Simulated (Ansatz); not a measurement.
# Ruthenium, diamond under r²SCAN: from relaxation to bulk modulus

Aim: take ruthenium in the diamond structure, relax it, solve it on a dense k-mesh, switch on spin-orbit coupling, then scale the cell to 7 volumes from 88 to 112 % of the relaxed one and try a fit of the equation of state. The k-meshes are 10×10×10 for the relaxation; 16×16×16 for the dense run; 10×10×10 for spin-orbit coupling; 11×11×11 for the volumes.

This is Ru in the diamond structure; at room conditions it is hcp.

Program: Ansatz 0.2.0. Level of theory: DFT r2SCAN, plane waves (500 eV) with PAW, scalar-relativistic; the PAW data stem from PBE, with regenerated cores. These are calculated values, not measurements.

## (1) Starting point

The structure is cubic, space group Fd-3m (No. 227). Conventional cell: a = 5.270 Å, b = 5.270 Å, c = 5.270 Å, α = 90.00°, β = 90.00°, γ = 90.00°. Ru (site symmetry -43m) has 4 Ru at 2.28 Å as nearest neighbours.

Structure file:

```
Ru
1.0
     0.00000    2.63517    2.63517
     2.63517    0.00000    2.63517
     2.63517    2.63517    0.00000
Ru
2
Cartesian
  0.6588 0.6588 0.6588
  4.6115 4.6115 4.6115
```

## (2) Relaxing cell and atoms

The input, input.yaml:

```yaml
crystal:
  lattice:
    - [0.0, 2.635171402, 2.635171402]
    - [2.635171402, 0.0, 2.635171402]
    - [2.635171402, 2.635171402, 0.0]
  atoms:
    - { symbol: Ru, position: [0.125, 0.125, 0.125] }
    - { symbol: Ru, position: [0.875, 0.875, 0.875] }
hamiltonian:
  xc: r2scan
  pseudopotentials:
    kind: paw
    azcp:
      Ru: "pseudopotentials/Ru.paw.azcp"
basis:
  ecutwfc: 500
  fft_grid_basis: typed
kpoints:
  mp_grid: { grid: [10, 10, 10], shift: [0, 0, 0] }
magnetization:
  spin_polarized: false
scf:
  occupations: { method: fermi_dirac, width: 0.1 }
relax:
  max_steps: 60
  f_tol: 0.01
  cell: {}
```

On the command line:

```console
$ ansatz run input.yaml --threads 1 --pin off --max-ram 3584MiB --backend cpu --events-out ev --progress --plain --runs-dir out
```

The runs that follow: Single point on a dense mesh; A two-component run at the same geometry; At 88 % of the relaxed volume; At 92 % of the relaxed volume; At 96 % of the relaxed volume; At 100 % of the relaxed volume; At 104 % of the relaxed volume; At 108 % of the relaxed volume; At 112 % of the relaxed volume.

**Question.** What will these runs give? Wanted: space group; conventional cell; volume; shortest distance; gap on the mesh; relative to hcp; V₀, B₀, B₀′.

The runs gave:

| quantity | value |
| --- | --- |
| space group (spins left aside) | Fd-3m (No. 227) |
| conventional cell | a = 5.414 Å |
| volume | 19.840 Å³/atom |
| shortest distance | 2.344 Å |
| gap on the mesh | none (levels filled in part) |
| relative to hcp | +1165 meV/atom |
| V₀, B₀, B₀′ | 19.830 Å³/atom, 178 GPa, 4.7 |

What this shows: From the guessed start the volume grew by 8.4 % in 5 steps. It lies 1165 meV/atom above the element's reference form at the same level (hcp, from a run of its own), so it is far from stable. No gap shows: it is a metal or semimetal at this level. The total energy of the spin-orbit run lies +6.5 eV/atom from the scalar one, but the two kinds of run don't share a zero of energy: only differences within one kind count. B₀ comes out at 178 GPa. The symmetry was held, so the structure may be unstable against distortions that break it.
